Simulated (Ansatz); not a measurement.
Crystal: BaY.

```xyz
2
Lattice="4.4204 0.0000 0.0000 0.0000 4.4204 0.0000 0.0000 0.0000 4.4204" Properties=species:S:1:pos:R:3 pbc="T T T"
Ba    0.0000    0.0000    0.0000
Y     2.2102    2.2102    2.2102
```

The cell was built by a generator and needn't be a form met in nature.

Base run:

| Quantity | Value |
| --- | --- |
| Program | Ansatz 0.2.0 |
| Functional | PBEsol |
| Potentials or basis | Ansatz PAW |
| Cutoff | 420 eV |
| Density cutoff | 1680 eV |
| k mesh | 6 × 6 × 6 |
| Occupations | fermi-dirac, width 0.05 eV |
| Spin | no spin polarisation |

Its results: band gap on the k mesh none (metal or under the smearing width); pressure -1.4 GPa.

**Question.** After a change of settings the same cell gave: band gap on the k mesh none (metal or under the smearing width); pressure -2.4 GPa. Which change was it?
A. functional from PBEsol to r2SCAN; cutoff from 420 eV to 500 eV; density cutoff from 1680 eV to 2000 eV
B. functional from PBEsol to LDA
C. functional from PBEsol to revPBE
D. functional from PBEsol to BLYP

**Answer.** B.

LDA binds more tightly than PBEsol, so the same cell stands under less pressure.

Caveats: the PAW data sets come from PBE, with cores solved anew for the run's functional, which leaves a small shift of forces and pressure.

Not every run made on this cell is shown here.
